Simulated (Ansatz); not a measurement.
**Fe3SnSb in Ansatz: convergence with k mesh**

The system is Fe3SnSb.

```
Sb Sn Fe
1.0
     4.21031    0.00000    0.00000
    -2.10515    3.64623    0.00000
     0.00000    0.00000    5.39965
Sb Sn Fe
1 1 3
Direct
  0.33333 0.66667 0.82047
  0.00000 0.00000 0.17868
  0.66667 0.33333 0.49756
  0.33333 0.66667 0.34187
  0.00000 0.00000 0.66141
```

The cell comes from a database or a generator and needn't be the stable form of this composition.

* Program: Ansatz 0.2.0
* Task: convergence study
* Functional: PBE
* Potentials or basis: Ansatz PAW
* Cutoff: 420 eV (not typed: the program's choice for these potentials)
* k mesh: 2 × 2 × 2
* Occupations: gaussian, width 0.05 eV
* Spin: collinear spin, ferromagnetic start
* Starting moments: [0.0, 0.0, 3.0, 3.0, 3.0] μB

These are the settings of the first run; the series varies k mesh, with any setting tied to it.

Hardware: 2 threads of Arm Neoverse V2, with other jobs on the host.

| k mesh | energy less the tightest run, at zero smearing (meV/atom) | pressure (GPa) | largest force (eV/Å) | absolute moment (μB) | SCF cycles | CPU time (s) | peak memory (GiB) |
| --- | --- | --- | --- | --- | --- | --- | --- |
| 2 × 2 × 2 | 53.38 | 0.31 | 0.701 | 6.42 | 18 | 5.6 | 0.39 |
| 3 × 3 × 2 | 9.86 | 1.69 | 0.086 | 6.78 | 15 | 9.5 | 0.38 |
| 4 × 4 × 3 | -6.39 | -0.60 | 0.059 | 6.19 | 17 | 15 | 0.39 |
| 5 × 5 × 4 | -1.33 | -0.34 | 0.070 | 6.16 | 16 | 25 | 0.43 |
| 7 × 7 × 5 | 1.51 | 0.69 | 0.040 | 6.47 | 20 | 57 | 0.5 |
| 8 × 8 × 6 | -1.00 | 0.39 | 0.048 | 6.41 | 19 | 81 | 0.58 |
| 10 × 10 × 7 | -0.58 | 0.21 | 0.024 | 6.31 | 18 | 130 | 0.73 |
| 12 × 12 × 8 | 0.00 | 0.22 | 0.024 | 6.32 | 18 | 200 | 0.97 |

Against the tightest run, the energy stays within 1 meV/atom from 8 × 8 × 6 on; the pressure stays within 0.1 GPa from 10 × 10 × 7 on; the largest force stays within 0.005 eV/Å from 10 × 10 × 7 on; the absolute moment stays within 0.02 μB from 10 × 10 × 7 on. Meshes of other sizes hit other points, so gaps and Fermi surfaces needn't settle smoothly. The tightest run that finished is the yardstick and may itself not be fully converged.

Caveat, for the tightest run too: only a ferromagnetic start was run, and an antiferromagnetic order may lie lower in energy. The run has no spin-orbit coupling, so splittings on Sb are missing.
